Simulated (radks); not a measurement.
# Ionising oxygen step by step, O to O⁷⁺

An exercise on one series of results from a longer session: the logs are not shown, and one member is left open.

Method: Dirac Kohn-Sham, relativistic LDA (MacDonald-Vosko exchange, VWN5 correlation), spin-unpolarised, spherical densities, finite nucleus; open shells fill j = l - 1/2 first. Code: radks (a radial shooting solver on a logarithmic mesh, Libxc functionals) version 1.

## What is computed

| Property | Result |
| --- | --- |
| element | oxygen (Z = 8) |
| charges | 0 to 7 |
| first configuration | [He] 2s2 2p4 |
| last configuration | 1s1 |

The first run:

Input:

```text
Z 8
configuration [He] 2s2 2p4
relativity Dirac
functional lda_x_rel,vwn5
spin unpolarised
j_filling energy
nucleus finite rms 2.6991 fm
c 137.035999084
```

Among the steps run: O, [He] 2s2 2p4; O⁺, [He] 2s2 2p3; O²⁺, [He] 2s2 2p2; O³⁺, [He] 2s2 2p1; O⁴⁺, [He] 2s2; O⁵⁺, [He] 2s1; O⁶⁺, [He]; O⁷⁺, 1s1.

One table of the session follows, with a row left open; its other results are not shown here.

| species | Δ-SCF (eV) | −ε(HOMO) (eV) |
| --- | --- | --- |
| O | 16.570 | 9.184 |
| O⁺ | 33.693 | 24.572 |
| O²⁺ | 54.007 | 43.385 |
| O³⁺ | 77.014 | 65.086 |
| O⁴⁺ | 113.80 | 102.24 |
| O⁵⁺ | 136.26 | 125.38 |
| O⁶⁺ | ? | ? |
| O⁷⁺ | 852.24 | 800.46 |

Q: Estimate the row for O⁶⁺ from the others.

The run gave: Δ-SCF (eV): 743.93; −ε(HOMO) (eV): 687.38. In the column «Δ-SCF (eV)» it lies between O⁵⁺ (136.26) and O⁷⁺ (852.24).

There the highest level belongs to another shell. Minus the highest eigenvalue gives 55 to 94 % of the Δ-SCF value along the ladder. Spin polarisation and multiplet splitting are left out, so open shells lie too high by an amount that depends on their filling.
